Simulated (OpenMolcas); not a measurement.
# Zr³⁺ among point charges: CASSCF levels and susceptibility

How does a field of 6 point charges split the states of Zr³⁺, and what χT follows?

The numbers are computed with OpenMolcas 26.06 (state-averaged CASSCF, spin-orbit coupling by RASSI with atomic mean-field integrals), except any that are marked as measured or tabulated.

1 further run of the same task is left out (it didn't finish).

### Step 1. What is computed

- Species: Zr³⁺ (zirconium, Z = 40, 37 electrons)
- Basis: ANO-RCC-VDZP [6s5p3d1f], 43 functions
- Scalar Hamiltonian: DKH2, point nucleus
- Inactive shells: 1s 2s 2p 3s 3p 3d 4s 4p
- Active space: 1 electron in 5 orbitals (4d)
- Some configurations of this space: 4d
- Orbitals: optimised for each spin and parity, averaged over all roots

Outer shells as boxes (Hund's rule):

4d
```
4d [↑ ][  ][  ][  ][  ]
```

The ion sits among 6 point charges of -1.1 e arranged as a trigonal antiprism (D3d), 1.81 Å from the ion, with a polar angle of 53.6° against the regular 54.74°. The active orbitals were held to one l.

The work runs as a chain of OpenMolcas steps in one folder; each step below is one input file. Labels, J, g values, rates, χT and fits are worked out afterwards by a script from the matrices that RASSI stores. The input lists half of the charges; inversion (Group=XYZ) makes the rest.

### Step 2. Basis and integrals

a.inp

```
&GATEWAY
Coord
1

Zr 0.0 0.0 0.0
Basis=ANO-RCC-VDZP
Group=XYZ
NoMove
AngMom=0.0 0.0 0.0
AMFI
XField
3 Angstrom 0
0.000000 1.457624 1.073048 -1.100000
1.262339 -0.728812 1.073048 -1.100000
1.262339 0.728812 -1.073048 -1.100000
&SEWARD
```

Run with:

```sh
$ OMP_NUM_THREADS=1 MOLCAS_MEM=1689 MOLCAS_PROJECT=a pymolcas a.inp > a.log
```

### Step 3. Reference wave functions, doublets of even parity, 5 roots

a.inp

```
&RASSCF
FileOrb=start.orb
Symmetry=1
Spin=2
nActEl=1 0 0
Inactive=9 9
Ras2=5 0
CIRoot=5 5 1
SDav=5
CIMx=300
Iter=120 100
PrWF=0.3
OrbListing=Nothing
MaxOrb=0
SupSym
1
15 4 5 6 7 8 10 11 12 13 14 17 18 19 20 21
0
>>> COPY $Project.JobIph JOB001
```

start.orb holds the contracted functions of the basis, ordered by shell, or the orbitals of the step before.

### Step 4. RASSI: spin-orbit coupling between the states

a.inp

```
&RASSI
NrOfJobIphs=1 5
1 2 3 4 5
IphNames
JOB001
EJob
SpinOrbit
DIPRint=1.0
SOCoupling=1000.0
Subsets=2
Property=9
'ANGMOM' 1 'ANGMOM' 2 'ANGMOM' 3 'MLTPL  1' 1 'MLTPL  1' 2 'MLTPL  1' 3
'AMFI' 1 'AMFI' 2 'AMFI' 3
SOProperty=3
'ANGMOM' 1 'ANGMOM' 2 'ANGMOM' 3
```

What does the calculation give? Wanted: spin-free ground state; first state of the same spin within the active space; lowest level; next level.

As calculated:

| quantity | value |
| --- | --- |
| method | CASSCF |
| spin-free ground state | 2E, 2-fold in its orbital part |
| first state of the same spin within the active space | 2A1 at 1300 cm⁻¹ |
| lowest level | 2-fold E3/2, g = 0.00, 0.00, 0.32 |
| next level | 365.1 cm⁻¹ |
| χT at 300 K | 0.26 cm³ K/mol |
| effective moment at 300 K | 1.45 μB |

**Reading.** The spin-free ground state (2E) comes to 100 % from free-ion D terms and keeps the highest spin of the shell. χT at 300 K is 0.26, against 0.38 cm³ K/mol for the spin alone, so orbital moment lowers it. The field of point charges can differ much from that of real complexes. This is an electrostatic model: the charges have no orbitals.
